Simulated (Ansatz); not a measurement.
# SiGe₂ (triplet): wave-function methods side by side at a displaced geometry (v2), cc-pVDZ

One table from this session's results is given with a row withheld; the runs are named, their logs left out.

Computed with Ansatz 0.2.0, Gaussian basis. Level: cc-pVDZ, core rule «outside noble gas», up to 33 orbitals frozen.

The runs, in order: UHF; CCSD(T) on ROHF; CCSD(T) on UHF; BCCD(T) on ROHF; CISD; CCSDT(Q) on ROHF; CCSDT(Q) on UHF.

34 further runs of the same task are left out: 21 that didn't finish, 13 set aside as unsound or not needed.

## The geometry

The geometry is a PBE0/def2-TZVP stationary point (not a proven minimum) with its atoms shifted at random (size 0.100 Å). No spin-orbit coupling is included. The filled d shell of Ge may be among the frozen orbitals whatever the setting's name suggests; the logs give the count.

3 atoms, charge 0, spin multiplicity 3.

Atoms are counted from 1 here; the program's logs count them from 0.

Bond lengths: Ge1–Ge2 2.447 Å, Ge1–Si3 2.372 Å, Ge2–Si3 2.377 Å. Angles: Ge2–Ge1–Si3 59.1°, Ge1–Ge2–Si3 58.9°, Ge1–Si3–Ge2 62.0°.

As a file:

| atom | x (Å) | y (Å) | z (Å) |
| --- | --- | --- | --- |
| Ge1 | 0.0834 | 0.3255 | 1.2212 |
| Ge2 | -0.0815 | 0.3338 | -1.2204 |
| Si3 | -0.0049 | -1.7053 | -0.0020 |

Set-up of the first run:

Contents of in.yaml:

```yaml
crystal:
  periodic: [false, false, false]
  atoms:
    - {symbol: Ge, position_ang: [0.083379, 0.325474, 1.221192]}
    - {symbol: Ge, position_ang: [-0.081495, 0.333847, -1.220420]}
    - {symbol: Si, position_ang: [-0.004874, -1.705260, -0.001997]}
basis:
  gaussian: {orbitals: cc-pVDZ}
magnetization: {spin_polarized: true, initial_magnetization: 2}
hamiltonian: {xc: hf}
output: {orbitals: {seedname: orbitals}}
```

Command:

```sh
ansatz run in.yaml --threads 1 --pin off --events-out ev --progress --plain --max-ram 2393MiB
```

Steps of the session up to this table: UHF; CCSD(T) on ROHF; CCSD(T) on UHF; BCCD(T) on ROHF; CISD; CCSDT(Q) on ROHF; CCSDT(Q) on UHF.

One of the session's tables, all rows but one given; the rest of the session is left out.

It belongs to the step «Misses and costs». 

| method | from RCCSDT(Q) (meV) |
| --- | --- |
| ROHF | ? |
| UHF | +7553.7 |
| RMP2 | +1263.6 |
| UMP2 | +1306.4 |
| CISD | +1402.6 |
| RCCSD | +576.0 |
| UCCSD | +566.5 |
| RCCSD(T) | +91.1 |
| UCCSD(T) | +88.6 |
| BCCD(T) | +84.9 |
| RCCSDT | +54.4 |
| UCCSDT | +49.8 |
| RCCSDT(Q) | 0 |
| UCCSDT(Q) | -6.4 |

**Question.** Estimate the row for ROHF.

The run gave: from RCCSDT(Q) (meV): +7679.2. In the column «from RCCSDT(Q) (meV)» it is the highest.

Caveats from the session: Restricted and unrestricted rows rest on different reference determinants; where their highest levels disagree by more than a few hundredths of an eV, they describe different states and don't form one ladder.
